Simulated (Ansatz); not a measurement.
# MnAgC4N4: the cost of one run

Computed with Ansatz 0.2.0 (DFT PBE, scalar-relativistic, plane waves, PAW, unless a step's input says otherwise).

## 1. Starting point

Symmetry: P-43m, No. 215, cubic system. Conventional cell: a = 6.037 Å, b = 6.037 Å, c = 6.037 Å, α = 90.00°, β = 90.00°, γ = 90.00°. Mn (site symmetry -43m) has 4 C at 1.94 Å in its first shell of neighbours. Ag (site symmetry -43m) has 4 N at 2.12 Å in its first shell of neighbours. Around C (site symmetry 3m) lie 1 N at 1.17 Å and 1 Mn at 1.94 Å. N (site symmetry 3m) is surrounded by 1 C at 1.17 Å.

As a file:

```
CELL_PARAMETERS angstrom
6.03677 0.00000 0.00000
0.00000 6.03677 0.00000
0.00000 0.00000 6.03677
ATOMIC_POSITIONS crystal
Mn 0.00000 0.00000 0.00000
Ag 0.50000 0.50000 0.50000
C 0.18535 0.18535 0.18535
C 0.18535 0.81465 0.81465
C 0.81465 0.18535 0.81465
C 0.81465 0.81465 0.18535
N 0.29725 0.29725 0.29725
N 0.29725 0.70275 0.70275
N 0.70275 0.29725 0.70275
N 0.70275 0.70275 0.29725
```

A structure generator made this guess: two interpenetrating cyanide-bridged diamond nets (P-43m, No. 215). Lengths come from tabulated atomic sizes and are only a guess.

## 2. A first look at the guess

input.yaml reads:

```yaml
crystal:
  lattice:
    - [6.03677441, 0.0, 0.0]
    - [0.0, 6.03677441, 0.0]
    - [0.0, 0.0, 6.03677441]
  atoms:
    - { symbol: Mn, position: [0.0, 0.0, 0.0], spin: 4.0 }
    - { symbol: Ag, position: [0.5, 0.5, 0.5] }
    - { symbol: C, position: [0.18534813, 0.18534813, 0.18534813] }
    - { symbol: C, position: [0.18534813, 0.81465187, 0.81465187] }
    - { symbol: C, position: [0.81465187, 0.18534813, 0.81465187] }
    - { symbol: C, position: [0.81465187, 0.81465187, 0.18534813] }
    - { symbol: "N", position: [0.2972456, 0.2972456, 0.2972456] }
    - { symbol: "N", position: [0.2972456, 0.7027544, 0.7027544] }
    - { symbol: "N", position: [0.7027544, 0.2972456, 0.7027544] }
    - { symbol: "N", position: [0.7027544, 0.7027544, 0.2972456] }
basis:
  ecutwfc: 420
kpoints:
  mp_grid: { grid: [4, 4, 4] }
hamiltonian:
  xc: pbe
scf:
  occupations: { method: gaussian, width: 0.1 }
  lower_state_search: "off"
output:
  forces: true
  stress: true
  eigenvalues: true
  populations: true
magnetization:
  spin_polarized: true
```

On the command line:

```sh
> ansatz run input.yaml --threads 1 --pin off --max-ram 2560MiB --backend cpu --events-out ev --progress --plain --runs-dir out
```

What time and memory should one allow on 1 thread of Intel Xeon 6975P-C (Granite Rapids), shared host?

About 18 s, with a peak of 0.56 GiB.
